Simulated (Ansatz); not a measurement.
# C2H4BBrO: one species, many methods

How much do the methods differ for C2H4BBrO? The plan is to run it at one geometry with functionals of several rungs and with coupled cluster. The yardstick is the atomisation energy at the CCSD(T) limit.

Computed with Ansatz 0.2.0, Gaussian basis. Level: functionals in def2-TZVPP, the program's frozen cores in correlated methods.

Plan: PBE-D4, r2SCAN-D4, PBE0-D4, B3LYP-D4, ωB97X-V, ωB97M-V, B2PLYP; CCSD(T)/def2-TZVPP; MP2/def2-QZVPP; extrapolation to the limit.

## 1. The relaxed structure

All runs share one geometry, relaxed beforehand with PBE0-D4/def2-TZVP.

9 atoms, charge 0, spin multiplicity 1.

Atoms are counted from 1 here; the program's logs count them from 0.

Bond lengths: O1–B2 1.334 Å, O1–H6 0.963 Å, B2–C3 1.520 Å, B2–C4 1.524 Å, C3–C4 1.557 Å, C3–H7 1.088 Å, C3–H8 1.086 Å, C4–Br5 1.924 Å, C4–H9 1.083 Å. Angles: B2–O1–H6 113.4°, O1–B2–C3 147.9°, O1–B2–C4 149.8°, C3–B2–C4 61.5°, B2–C3–C4 59.4°, B2–C3–H7 118.3°, B2–C3–H8 123.9°, C4–C3–H7 117.4°, C4–C3–H8 114.3°, H7–C3–H8 112.7°, B2–C4–C3 59.1°, B2–C4–Br5 119.4°, B2–C4–H9 124.5°, C3–C4–Br5 118.7°, C3–C4–H9 115.9°, Br5–C4–H9 110.2°.

## 2. PBE-D4 (GGA)

The input, in.yaml:

```yaml
crystal:
  periodic: [false, false, false]
  atoms:
    - {symbol: O, position_ang: [0.999456, 1.792908, 0.173642]}
    - {symbol: B, position_ang: [0.449743, 0.577454, 0.160526]}
    - {symbol: C, position_ang: [0.617778, -0.909540, -0.106064]}
    - {symbol: C, position_ang: [-0.791725, -0.307088, 0.166177]}
    - {symbol: Br, position_ang: [-2.043444, -0.187024, -1.290695]}
    - {symbol: H, position_ang: [0.358964, 2.500313, 0.299796]}
    - {symbol: H, position_ang: [0.837941, -1.230223, -1.121780]}
    - {symbol: H, position_ang: [0.950733, -1.624721, 0.640345]}
    - {symbol: H, position_ang: [-1.291046, -0.658378, 1.060954]}
basis:
  gaussian: {orbitals: def2-TZVPP}
hamiltonian: {xc: pbe, dispersion: d4}
output: {forces: true, orbitals: {seedname: orbitals}}
```

The run is started by

```
$ ansatz run in.yaml --threads 4 --pin off --events-out ev --progress --plain --max-ram 10444MiB
```

After this run come: r2SCAN-D4 (meta-GGA); PBE0-D4 (hybrid); B3LYP-D4 (hybrid); ωB97X-V (range-separated); ωB97M-V (range-separated); B2PLYP (double hybrid); CCSD(T) in def2-TZVPP; MP2 in def2-QZVPP.

Q: Predict the results of all the runs planned. Wanted: atomisation energy, CCSD(T)/CBS; farthest; mean size of error, hybrid; mean size of error, range-separated; gap, smallest and largest; T1 diagnostic; triples share of the correlation energy.

**Answer**, as computed:

| quantity | value |
| --- | --- |
| atomisation energy, CCSD(T)/CBS | 3518.2 kJ/mol |
| functionals within 35.2 kJ/mol (1.0 %) | B3LYP-D4, ωB97X-V, ωB97M-V, B2PLYP |
| farthest | PBE-D4 (+130.4 kJ/mol) |
| mean size of error, hybrid | 27.3 kJ/mol |
| mean size of error, range-separated | 17.0 kJ/mol |
| gap, smallest and largest | 3.81 eV (PBE-D4), 10.67 eV (ωB97X-V) |
| T1 diagnostic | 0.0104 |
| triples share of the correlation energy | 3.9 % |

**Reading.** PBE-D4 misses by +130.4 kJ/mol, or 14.5 kJ/mol for each of 9 bonds. Double hybrids carry the basis error of their MP2 part in triple zeta, and no dispersion term here, so their miss is partly the set-up's. The reference freezes the cores and leaves out relativity and excitations past (T), and its outer-core shells are covered unevenly, so misses under about 35.2 kJ/mol can't be ranked. All levels share the lack of spin-orbit coupling, which lowers the free heavy atoms and so the true binding. Hartree-Fock recovers 72 % of the binding; the rest is correlation. The gap grows from 3.8 to 10.7 eV across the functionals, mostly with the share of exact exchange. Correlated methods include outer-core shells of Br, which these sets cover unevenly.
